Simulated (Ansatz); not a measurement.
# Cl2FH4O3Ta: the cost of one run

All numbers below are computed with Ansatz 0.2.0 (RKS PBE-D4/def2-SVP).

## 1. The structure to begin with

Bond lengths: Ta1–F2 2.280 Å, Ta1–Cl3 2.470 Å, Ta1–Cl4 2.470 Å, Ta1–O5 2.020 Å, O5–H6 1.010 Å, Ta1–O7 2.020 Å, O7–H8 1.010 Å, Ta1–O9 2.320 Å, O9–H10 1.010 Å, Ta1–H11 2.315 Å. Angles (14 of 24 angles, heavy atoms first): F2–Ta1–Cl3 90.0°, F2–Ta1–Cl4 90.0°, F2–Ta1–O5 120.0°, F2–Ta1–O7 120.0°, F2–Ta1–O9 71.6°, Cl3–Ta1–Cl4 180.0°, Cl3–Ta1–O5 90.0°, Cl3–Ta1–O7 90.0°, Cl3–Ta1–O9 125.2°, Cl4–Ta1–O5 90.0°, Cl4–Ta1–O7 90.0°, Cl4–Ta1–O9 54.8°, O5–Ta1–O7 120.0°, O5–Ta1–O9 60.3°.

Coordinates:

```xyz
11

Ta    0.0000    0.0000    0.0000
F     2.2800    0.0000    0.0000
Cl    0.0000    0.0000    2.4700
Cl    0.0000    0.0000   -2.4700
O    -1.0100    1.7493    0.0000
H    -1.4859    1.8638    0.8834
O    -1.0100   -1.7493    0.0000
H    -1.6563   -1.7655    0.7760
O     0.7315    1.7488   -1.3375
H     1.4829    1.4277   -1.9312
H     1.9139    1.0347   -0.7914
```

## 2. A restrained relaxation towards end A

Springs on the bonds that form and break draw the guess towards this end; the thresholds are loose.

input.yaml

```yaml
crystal:
  periodic: [false, false, false]
  atoms:
    - { symbol: Ta, position_ang: [0.0, 0.0, 0.0] }
    - { symbol: F, position_ang: [2.28, 0.0, 0.0] }
    - { symbol: Cl, position_ang: [0.0, 0.0, 2.47] }
    - { symbol: Cl, position_ang: [0.0, 0.0, -2.47] }
    - { symbol: O, position_ang: [-1.01, 1.7493, 0.0] }
    - { symbol: H, position_ang: [-1.4859, 1.8638, 0.8834] }
    - { symbol: O, position_ang: [-1.01, -1.7493, 0.0] }
    - { symbol: H, position_ang: [-1.6563, -1.7655, 0.776] }
    - { symbol: O, position_ang: [0.7315, 1.7488, -1.3375] }
    - { symbol: H, position_ang: [1.4829, 1.4277, -1.9312] }
    - { symbol: H, position_ang: [1.9139, 1.0347, -0.7914] }
basis:
  gaussian: { orbitals: def2-SVP }
hamiltonian:
  xc: pbe
  dispersion: d4
relax:
  f_tol: 0.15
  max_steps: 25
  restrain:
    - { distance: [0, 8], at: 3.22, k: 30.0 }
    - { distance: [10, 1], at: 2.12, k: 30.0 }
    - { distance: [0, 1], at: 1.93, k: 30.0 }
    - { distance: [10, 8], at: 1.01, k: 30.0 }
```

Started as:

```bash
$ ansatz run input.yaml --threads 4 --pin off --max-ram 5120MiB --backend cpu --events-out ev --progress --plain --runs-dir out
```

Q: Estimate wall time and peak memory on 4 threads of Arm Neoverse V1, shared host.

About 47 s, with a peak of 0.22 GiB.
